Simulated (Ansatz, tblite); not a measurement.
# The cluster B₆Os−: rung by rung

One table from this session's results is given with a row withheld; the runs are named, their logs left out.

Program: Ansatz 0.2.0, Gaussian basis. Level of theory: as each input shows. These are calculated values, not measurements.

Levels to be run: GFN1-xTB, GFN2-xTB, PBE-D4/def2-TZVPD, r2SCAN-D4/def2-TZVPD, CAM-B3LYP-D4/def2-TZVPD, PBE-QIDH/def2-TZVPD, ωB97X-V/def2-TZVPD, CCSD(T)/def2-SVPD, MP2/def2-TZVPD.

6 further runs of the same task are left out: 4 that didn't finish, 2 set aside as unsound or not needed.

## The relaxed structure

The doublet was relaxed beforehand with PBE-D4/def2-SVPD. At that level it is the lowest of the isomers that a small search found.

7 atoms, charge -1, spin multiplicity 2.

Bond lengths: Os1–B2 1.952 Å, Os1–B3 1.988 Å, Os1–B4 1.952 Å, Os1–B6 2.226 Å, Os1–B7 2.226 Å, B2–B7 1.651 Å, B3–B5 1.640 Å, B3–B6 1.773 Å, B3–B7 1.774 Å, B4–B6 1.651 Å, B5–B6 1.654 Å, B5–B7 1.654 Å. Angles: B2–Os1–B3 93.3°, B2–Os1–B4 114.6°, B2–Os1–B6 99.9°, B2–Os1–B7 46.0°, B3–Os1–B4 93.3°, B3–Os1–B6 49.4°, B3–Os1–B7 49.4°, B4–Os1–B6 46.0°, B4–Os1–B7 99.8°, B6–Os1–B7 61.9°, Os1–B2–B7 75.8°, Os1–B3–B5 112.3°, Os1–B3–B6 72.3°, Os1–B3–B7 72.3°, B5–B3–B6 57.8°, B5–B3–B7 57.8°, B6–B3–B7 80.5°, Os1–B4–B6 75.8° and more.

As a file:

```xyz
7

Os    0.3705    1.0543   -0.7673
B    -0.9566    1.6967    0.5116
B    -0.4916   -0.7283   -0.9423
B     1.9880    0.3187    0.0402
B    -0.6221   -1.5000    0.4984
B     0.8828   -0.9013    0.1652
B    -1.1711    0.0598    0.4942
```

Os takes a core potential in the def2 sets. No spin-orbit coupling is included. The ion is computed in the gas phase, without counter-ions or solvent.

PBE0-D4/def2-TZVPD was run before; its log isn't repeated, and its numbers join the tables.

Set-up of the first run:

Tight binding, by tblite at 300 K electronic temperature and without a spin-polarisation term:

```python
tblite.interface.Calculator('GFN1-xTB', numbers, positions, charge=-1, uhf=1).singlepoint()
```

Tight binding, by tblite at 300 K electronic temperature and without a spin-polarisation term:

```python
tblite.interface.Calculator('GFN2-xTB', numbers, positions, charge=-1, uhf=1).singlepoint()
```

start.molden holds the orbitals of an earlier run on this state, given as this run's starting guess.

in.yaml reads:

```yaml
crystal:
  periodic: [false, false, false]
  atoms:
    - {symbol: Os, position_ang: [0.370511, 1.054332, -0.767323]}
    - {symbol: B, position_ang: [-0.956601, 1.696673, 0.511603]}
    - {symbol: B, position_ang: [-0.491562, -0.728251, -0.942250]}
    - {symbol: B, position_ang: [1.988036, 0.318688, 0.040171]}
    - {symbol: B, position_ang: [-0.622107, -1.499983, 0.498378]}
    - {symbol: B, position_ang: [0.882814, -0.901272, 0.165193]}
    - {symbol: B, position_ang: [-1.171080, 0.059811, 0.494238]}
basis:
  gaussian: {orbitals: def2-TZVPD, initial_orbitals: start.molden}
total_charge: -1
magnetization: {spin_polarized: true, initial_magnetization: 1}
hamiltonian: {xc: pbe, dispersion: d4}
scf: {omitted_lower_state_checks: [starts]}
output: {forces: true, orbitals: {seedname: orbitals}}
```

Run with:

```console
> ansatz run in.yaml --threads 4 --pin off --events-out ev --progress --plain --max-ram 4787MiB
```

Among the steps run: PBE-D4/def2-TZVPD; r2SCAN-D4/def2-TZVPD; CAM-B3LYP-D4/def2-TZVPD; PBE-QIDH/def2-TZVPD; ωB97X-V/def2-TZVPD; CCSD(T)/def2-SVPD; MP2/def2-TZVPD.

One table of the session follows, with a row left open; its other results are not shown here.

```
                  level  HOMO (eV)  LUMO (eV)  gap (eV)
      PBE-D4/def2-TZVPD      -0.73       0.22      0.95
   r2SCAN-D4/def2-TZVPD      -0.84       0.59      1.43
     PBE0-D4/def2-TZVPD          ?          ?         ?
CAM-B3LYP-D4/def2-TZVPD      -2.46       1.92      4.38
     ωB97X-V/def2-TZVPD      -3.31       2.70      6.01
```

**Question.** Estimate the row for PBE0-D4/def2-TZVPD.

The run gave: HOMO (eV): -1.47; LUMO (eV): 1.10; gap (eV): 2.56. In the column «HOMO (eV)» it lies between CAM-B3LYP-D4/def2-TZVPD (-2.46) and r2SCAN-D4/def2-TZVPD (-0.84).

Limits of these values: Doubts: large T1 diagnostic, spin contamination. Notes on CCSD(T)/def2-SVPD: large T1 diagnostic, spin contamination.
